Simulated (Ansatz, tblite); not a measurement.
**The cluster Tl2F3−: rung by rung**

Aim: run the singlet of the cluster Tl2F3− at one geometry on many levels, and compare frontier levels, spin and run time.

The runs use Ansatz 0.2.0, Gaussian basis; as each input shows.

Levels to be run: GFN1-xTB, GFN2-xTB, PBE-D4/def2-TZVPD, r2SCAN-D4/def2-TZVPD, HF/def2-TZVPD, BLYP-D4/def2-TZVPD, LC-ωPBE/def2-TZVPD, CCSD(T)/def2-SVPD, MP2/def2-TZVPD.

5 further runs of the same task are left out: 5 set aside as unsound or not needed.

**1. The structure**

The singlet was relaxed beforehand with B3LYP-D4/def2-SVPD. At that level it is the lowest of the isomers that a small search found.

5 atoms, charge -1, spin multiplicity 1.

Bond lengths: Tl1–F3 2.415 Å, Tl1–F4 2.415 Å, Tl1–F5 2.415 Å, Tl2–F3 2.415 Å, Tl2–F4 2.415 Å, Tl2–F5 2.415 Å. Angles: F3–Tl1–F4 76.4°, F3–Tl1–F5 76.4°, F4–Tl1–F5 76.4°, F3–Tl2–F4 76.4°, F3–Tl2–F5 76.4°, F4–Tl2–F5 76.4°, Tl1–F3–Tl2 88.9°, Tl1–F4–Tl2 88.9°, Tl1–F5–Tl2 88.9°.

Geometry (Å):

```xyz
5
charge -1, multiplicity 1
Tl   -0.41344   -0.95664    1.33121
Tl    0.41347    0.95664   -1.33119
F    -1.12455   -0.87072   -0.97493
F     1.63381   -0.53808    0.12087
F    -0.50928    1.40880    0.85404
```

Tl takes a core potential in the def2 sets. No spin-orbit coupling is included. The ion is computed in the gas phase, without counter-ions or solvent.

PBE0-D4/def2-TZVPD was run before; its log isn't repeated, and its numbers join the tables.

**2. GFN1-xTB**

Tight binding, by tblite at 300 K electronic temperature and without a spin-polarisation term:

```python
tblite.interface.Calculator('GFN1-xTB', numbers, positions, charge=-1, uhf=0).singlepoint()
```

Energy -495.1237 eV, HOMO -4.72 eV, LUMO 1.08 eV; 0.004 s.

**3. GFN2-xTB**

Tight binding, by tblite at 300 K electronic temperature and without a spin-polarisation term:

```python
tblite.interface.Calculator('GFN2-xTB', numbers, positions, charge=-1, uhf=0).singlepoint()
```

Energy -486.3224 eV, HOMO -5.43 eV, LUMO 5.39 eV; 0.004 s.

**4. PBE-D4/def2-TZVPD**

start.molden holds the orbitals of an earlier run on this state, given as this run's starting guess.

Input file in.yaml:

```yaml
crystal:
  periodic: [false, false, false]
  atoms:
    - {symbol: Tl, position_ang: [-0.413444, -0.956637, 1.331209]}
    - {symbol: Tl, position_ang: [0.413472, 0.956640, -1.331195]}
    - {symbol: F, position_ang: [-1.124552, -0.870721, -0.974929]}
    - {symbol: F, position_ang: [1.633807, -0.538081, 0.120874]}
    - {symbol: F, position_ang: [-0.509283, 1.408799, 0.854041]}
basis:
  gaussian: {orbitals: def2-TZVPD, initial_orbitals: start.molden}
total_charge: -1
hamiltonian: {xc: pbe, dispersion: d4}
scf: {omitted_lower_state_checks: [starts]}
output: {forces: true, orbitals: {seedname: orbitals}}
```

On the command line:

```
$ ansatz run in.yaml --threads 4 --pin off --events-out ev --progress --plain --max-ram 4787MiB
```

After this run come: r2SCAN-D4/def2-TZVPD; HF/def2-TZVPD; BLYP-D4/def2-TZVPD; LC-ωPBE/def2-TZVPD; CCSD(T)/def2-SVPD; MP2/def2-TZVPD.

Q: Predict the results of all the runs planned. Wanted: gap in def2-TZVPD, named functionals and Hartree-Fock, smallest and largest; correlation energy, CCSD(T)/def2-SVPD; correlation energy, MP2/def2-TZVPD.

The runs gave:

| quantity | value |
| --- | --- |
| gap in def2-TZVPD, named functionals and Hartree-Fock, smallest and largest | 4.02 eV (BLYP-D4), 8.47 eV (HF) |
| correlation energy, CCSD(T)/def2-SVPD | -22.89 eV |
| correlation energy, MP2/def2-TZVPD | -42.28 eV |

What this shows: Over the named functionals and Hartree-Fock in def2-TZVPD the gap runs from 4.02 eV (BLYP-D4) to 8.47 eV (HF); exact exchange widens it.
